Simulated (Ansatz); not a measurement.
**CH5Al (AlH2Me): CCSD(T)/STO-3G**

What is the electronic atomisation energy of CH5Al (AlH2Me) at CCSD(T)/STO-3G? 

The results are computed with Ansatz 0.2.0.

56 further runs of the same task are left out: 2 that didn't finish, 54 set aside as unsound or not needed.

**1. Starting point**

CH5Al: 7 atoms, total charge 0, spin state singlet. SMILES: `[H][Al]([H])[CH3]`. The shape comes from GFN2-xTB, which is rough for such elements, and wasn't checked as a minimum.

Bond lengths: Al1–C4 1.985 Å, Al1–H2 1.551 Å, Al1–H3 1.551 Å, C4–H5 1.097 Å, C4–H6 1.098 Å, C4–H7 1.098 Å. Angles: Al1–C4–H5 113.2°, Al1–C4–H6 112.2°, Al1–C4–H7 112.2°, H2–Al1–C4 123.8°, H3–Al1–C4 123.7°, H5–C4–H6 106.1°, H5–C4–H7 105.9°, H6–C4–H7 106.7°, H2–Al1–H3 112.5°.

**2. A single-point energy at CCSD(T)/STO-3G**

File job.yaml:

```yaml
crystal:
  periodic: [false, false, false]
  atoms:
    - {symbol: Al, position_ang: [0.532240, 0.925980, -0.002840]}
    - {symbol: H, position_ang: [2.079610, 1.030730, 0.039470]}
    - {symbol: H, position_ang: [-0.157080, 2.315610, -0.032820]}
    - {symbol: C, position_ang: [-0.456800, -0.794540, -0.002750]}
    - {symbol: H, position_ang: [-0.578610, -1.223840, -1.005100]}
    - {symbol: H, position_ang: [-1.469240, -0.690290, 0.408830]}
    - {symbol: H, position_ang: [0.049890, -1.563640, 0.595200]}
basis:
  gaussian:
    orbitals: STO-3G
correlation:
  method: ccsd_t
  frozen_orbitals: {Al: 5, C: 1, H: 0}
scf:
  omitted_lower_state_checks: [cluster_reference, increment]
accuracy: high
```

Run with:

```console
$ ansatz run job.yaml --threads 1 --pin off --max-ram 2610MiB --events-out events.jsonl --progress --plain --runs-dir runs
```

Log:

```text
Warning: RAYON_NUM_THREADS=1 ignored (pool sized by the plan → 1); use --threads N
Functional definition: HF
  name "HF"
  exchange = exact_x
  correlation = 0
these checks for a lower state are left out or cut short: cluster_reference, increment
336 factors; integrals over basis functions are off by at most 1.4e-8 eV
mean field evaluation 1: about -7599.9542 eV, gradient 1.3e1 eV
mean field evaluation 2: about -7599.9859 eV, gradient 1.3e1 eV
mean field evaluation 4: about -7600.7038 eV, gradient 5.8e-1 eV
mean field evaluation 8: about -7600.7044 eV, gradient 1.4e-6 eV
mean field -7600.70438214 eV, -279.3207341012 hartree, gradient 7.7e-8 eV, S^2 0.000000; 0 other end points of the search recorded, 0 dependent functions left out
6 core orbitals not correlated: weight in the atoms' cores, before any rotation towards them, 0.999 or more for the frozen orbitals, at most 0.000 for the correlated occupied ones
reference -7600.70438214 eV, -279.3207341012 hartree; 6, 6 occupied and 7, 7 virtual orbitals, 336 factors
second order -2.30980377 eV of doubles, -0.00000000 eV of singles
cycle   1  -2.88019780 eV  change   -5.7e-1 eV  update   5.9e-2
cycle   2  -3.17410869 eV  change   -2.9e-1 eV  update   2.2e-2
cycle   3  -3.18159434 eV  change   -7.5e-3 eV  update   2.8e-3
cycle   4  -3.18315175 eV  change   -1.6e-3 eV  update   9.2e-4
cycle   5  -3.18344002 eV  change   -2.9e-4 eV  update   2.2e-4
cycle   6  -3.18341244 eV  change    2.8e-5 eV  update   4.2e-5
cycle   7  -3.18341536 eV  change   -2.9e-6 eV  update   1.1e-5
cycle   8  -3.18341753 eV  change   -2.2e-6 eV  update   3.2e-6
cycle   9  -3.18341565 eV  change    1.9e-6 eV  update   9.3e-7
cycle  10  -3.18341542 eV  change    2.3e-7 eV  update   2.5e-7
cycle  11  -3.18341527 eV  change    1.5e-7 eV  update   6.4e-8
cycle  12  -3.18341526 eV  change    6.1e-9 eV  update   1.8e-8
cycle  13  -3.18341471 eV  change    5.5e-7 eV  update   8.8e-8
cycle  14  -3.18341453 eV  change    1.8e-7 eV  update   2.8e-8
cycle  15  -3.18341448 eV  change    5.1e-8 eV  update   6.6e-9
cycle  16  -3.18341448 eV  change    1.2e-9 eV  update   1.3e-9
perturbative correction -0.02078034 eV, -0.0007636633 hartree
Total energy: -7603.90857696 eV, -279.4384860888 hartree
Checks for a lower state left out: cluster_reference, increment
```

Run time: 0.12 s. Hardware: 1 thread of Arm Neoverse V2, shared host.

**3. The Al atom, same level**

File input.yaml:

```yaml
crystal:
  periodic: [false, false, false]
  atoms:
    - {symbol: Al, position_ang: [0.000000, 0.000000, 0.000000]}
basis:
  gaussian:
    orbitals: STO-3G
magnetization:
  spin_polarized: true
  initial_magnetization: 1
correlation:
  method: ccsd_t
  frozen_orbitals: {Al: 5}
accuracy: high
scf:
  omitted_lower_state_checks: [cluster_reference, increment]
```

Run the same way, it converges to -238.88392 Eh (log not shown).

**4. The C atom**

File molecule.yaml:

```yaml
crystal:
  periodic: [false, false, false]
  atoms:
    - {symbol: C, position_ang: [0.000000, 0.000000, 0.000000]}
basis:
  gaussian: {orbitals: STO-3G}
magnetization: {spin_polarized: true, initial_magnetization: 2}
correlation: {method: ccsd_t, frozen_orbitals: {C: 1}}
accuracy: high
scf: {omitted_lower_state_checks: [cluster_reference, increment]}
```

Run the same way, it converges to -37.21862 Eh (log not shown).

**5. The H atom: a single-point energy at UHF/STO-3G**

File in.yaml:

```yaml
basis:
  gaussian: {orbitals: STO-3G}
crystal:
  periodic: [false, false, false]
  atoms:
    - {symbol: H, position_ang: [0.000000, 0.000000, 0.000000]}
magnetization: {spin_polarized: true, initial_magnetization: 1}
hamiltonian: {xc: hf}
accuracy: high
```

Run the same way, it converges to -0.46658 Eh (log not shown).

**6. Summary of results**

Level: CCSD(T)/STO-3G, 6 core orbitals frozen.

| quantity | value |
| --- | --- |
| molecule: total energy | -279.43849 Eh |
| molecule: correlation energy (6 core orbitals frozen) | -117.8 mEh |
| molecule: (T) correction | -0.76 mEh |
| molecule: T1 diagnostic | 0.006 |
| Al atom: total energy | -238.88392 Eh |
| Al atom: correlation energy (5 core orbitals frozen) | -25.6 mEh |
| Al atom: (T) correction | 0.00 mEh |
| Al atom: ⟨S²⟩ of the reference determinant | 0.750 |
| Al atom: T1 diagnostic | 0.000 |
| C atom: total energy | -37.21862 Eh |
| C atom: correlation energy (1 core orbital frozen) | -20.2 mEh |
| C atom: (T) correction | 0.00 mEh |
| C atom: ⟨S²⟩ of the reference determinant | 2.000 |
| C atom: T1 diagnostic | 0.000 |
| H atom: total energy | -0.46658 Eh |
| H atom: ⟨S²⟩ | 0.750 |
| electronic atomisation energy | 27.294 eV |

What this shows: Taking the molecule apart into free atoms costs 27.29 eV (629 kcal/mol), before zero-point energy and without spin-orbit coupling. In a minimal basis such a difference can be off by several eV, whatever the method. The triples (molecule) make up 0.6 % of the correlation energy. The triples (Al atom) make up 0.0 % of the correlation energy. The triples (C atom) make up 0.0 % of the correlation energy.
